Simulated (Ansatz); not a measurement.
# CsBa3: the cost of one run

Computed with the Python package of Ansatz 0.2.0. Level of theory: DFT PBE, plane waves, PAW.

**1. Starting point**

Symmetry: Pm-3m, No. 221, cubic system. Conventional cell: a = 6.604 Å, b = 6.604 Å, c = 6.604 Å, α = 90.00°, β = 90.00°, γ = 90.00°.

The script holds or builds the structure itself.

**2. Script**

Contents of ecut_csba3.py:

```python
'''Cutoff test for CsBa3.'''

import ansatz as az
import numpy as np

vectors = np.array([
    [6.60437, 0.0, 0.0],
    [0.0, 6.60437, 0.0],
    [0.0, 0.0, 6.60437],
])
csba3 = (
    az.Lattice.of(vectors)
    .atom('Cs', [0.0, 0.0, 0.0])
    .atom('Ba', [0.0, 0.5, 0.5])
    .atom('Ba', [0.5, 0.0, 0.5])
    .atom('Ba', [0.5, 0.5, 0.0])
)

model = csba3.calculation().functional('PBE').kpoints(density=3.4).occupations('cold').scf(tolerance=1e-10)

rows = []
for value in [250, 300, 350, 400, 450, 500]:
    rep = model.basis(value).run().report
    rows.append((value, rep['free_energy_ev'] / len(rep['lattice']['sites']), rep['n_iterations'], rep['n_pw']))

print(' cutoff (eV)   F/atom (eV)    iterations   plane waves')
for row in rows:
    print(f'{str(row[0]):>12s}  {row[1]:12.5f}  {row[2]:12d}  {row[3]:12d}')

# differences from the last row
for row in rows[:-1]:
    shift = 1000 * (row[1] - rows[-1][1])
    print(f'{row[0]}: {shift:+.2f} meV/atom' + ('  (within 1 meV)' if abs(shift) < 1 else ''))
```

**3. The input behind the calls**

The engine receives this input (first run):

```yaml
crystal:
  lattice:
    - [6.60437, 0.0, 0.0]
    - [0.0, 6.60437, 0.0]
    - [0.0, 0.0, 6.60437]
  atoms:
    - { symbol: Cs, position: [0.0, 0.0, 0.0] }
    - { symbol: Ba, position: [0.0, 0.5, 0.5] }
    - { symbol: Ba, position: [0.5, 0.0, 0.5] }
    - { symbol: Ba, position: [0.5, 0.5, 0.0] }
basis:
  ecutwfc: 250.0
kpoints:
  mp_grid:
    kspacing: 0.29411764705882354
hamiltonian:
  xc: pbe
scf:
  convergence:
    dr2_threshold: 1.0e-10
  occupations:
    method: cold
```

**4. Launch**

Run with:

```console
python ecut_csba3.py
```

What time and memory should one allow on 1 thread of Arm Neoverse V1, shared host?

About 25 s, with a peak of 0.56 GiB.
